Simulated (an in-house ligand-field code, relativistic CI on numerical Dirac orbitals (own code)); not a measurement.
**d4 in a ligand field: terms for several parameter sets**

Which terms of d4 lie lowest for given Racah parameters, spin-orbit constant and ligand field?

Program: an in-house ligand-field code version 1. Level of theory: parametric ligand-field model of a d^n configuration (Racah B and C, spin-orbit zeta, crystal field), exact diagonalisation. These are calculated values, not measurements, unless marked.

**1. What is computed**

* shell: d4
* set 1 (cm⁻¹): B = 870, C = 3940, ζ = 470, Oh, 10Dq = 8800
* set 2 (cm⁻¹): B = 880, C = 3650, ζ = 4250, Oh, 10Dq = 31600
* set 3 (cm⁻¹): B = 1040, C = 4790, ζ = 310, Oh, 10Dq = 21150
* set 4 (cm⁻¹): B = 640, C = 2330, ζ = 500, Td, 10Dq = -4650
* set 5 (cm⁻¹): B = 860, C = 3590, ζ = 780, Oh, 10Dq = 34100
* set 6 (cm⁻¹): B = 900, C = 4070, ζ = 3750, Oh, 10Dq = 27100
* set 7 (cm⁻¹): B = 320, C = 1310, ζ = 4350, Oh, 10Dq = 15250
* set 8 (cm⁻¹): B = 720, C = 2530, ζ = 200, Oh, 10Dq = 21000

**2. Set 1**

Settings of the run:

```ini
n = 4
racah_B = 870  # cm-1
racah_C = 3940  # cm-1
zeta = 470  # cm-1
symmetry = Oh
field = {"10Dq": 8800}  # cm-1
```

**3. Set 2**

Settings of the run:

```ini
n = 4
racah_B = 880  # cm-1
racah_C = 3650  # cm-1
zeta = 4250  # cm-1
symmetry = Oh
field = {"10Dq": 31600}  # cm-1
```

**4. Set 3**

Settings of the run:

```ini
n = 4
racah_B = 1040  # cm-1
racah_C = 4790  # cm-1
zeta = 310  # cm-1
symmetry = Oh
field = {"10Dq": 21150}  # cm-1
```

**5. Set 4**

Settings of the run:

```ini
n = 4
racah_B = 640  # cm-1
racah_C = 2330  # cm-1
zeta = 500  # cm-1
symmetry = Td
field = {"10Dq": -4650}  # cm-1
```

**6. Set 5**

Settings of the run:

```ini
n = 4
racah_B = 860  # cm-1
racah_C = 3590  # cm-1
zeta = 780  # cm-1
symmetry = Oh
field = {"10Dq": 34100}  # cm-1
```

**7. Set 6**

Settings of the run:

```ini
n = 4
racah_B = 900  # cm-1
racah_C = 4070  # cm-1
zeta = 3750  # cm-1
symmetry = Oh
field = {"10Dq": 27100}  # cm-1
```

**8. Set 7**

Settings of the run:

```ini
n = 4
racah_B = 320  # cm-1
racah_C = 1310  # cm-1
zeta = 4350  # cm-1
symmetry = Oh
field = {"10Dq": 15250}  # cm-1
```

**9. Set 8**

Settings of the run:

```ini
n = 4
racah_B = 720  # cm-1
racah_C = 2530  # cm-1
zeta = 200  # cm-1
symmetry = Oh
field = {"10Dq": 21000}  # cm-1
```

(Steps that only read results are left out.)

**Question.** What will these runs give? Wanted: lowest spin-orbit levels; sets at their largest spin, of those that allow S over 1.

The runs gave:

| set | 10Dq/B (size) | lowest | S | electrons in z² and x²-y² | next level (cm⁻¹) |
| --- | --- | --- | --- | --- | --- |
| 1: Oh | 10.1 | A1 | 2.00 | 1.00 | T1 21 |
| 2: Oh | 35.9 | A1 | 1.12 | 0.22 | T1 4728 |
| 3: Oh | 20.3 | A1 | 2.00 | 1.00 | T1 9.71 |
| 4: Td | 7.3 | A1 | 1.99 | 1.99 | T1 71 |
| 5: Oh | 39.7 | A1 | 1.01 | 0.03 | T1 477 |
| 6: Oh | 30.1 | A1 | 1.24 | 0.32 | T1 3821 |
| 7: Oh | 47.7 | A1 | 1.08 | 0.41 | T1 6936 |
| 8: Oh | 29.2 | A1 | 1.00 | 0.03 | T1 106 |

```
                                                quantity                                                   value
                                lowest spin-orbit levels  1: A1, 2: A1, 3: A1, 4: A1, 5: A1, 6: A1, 7: A1, 8: A1
sets at their largest spin, of those that allow S over 1                                                 1, 3, 4
```

**Reading.** 3 of 8 sets have the highest spin that their shell allows, S = 2. A negative 10Dq stands for a tetrahedral field. With spin-orbit coupling the labels are those of spin-orbit levels, not of terms, and S is an average from the expectation value of its square. B, C and the field are free parameters here, not those of a compound.
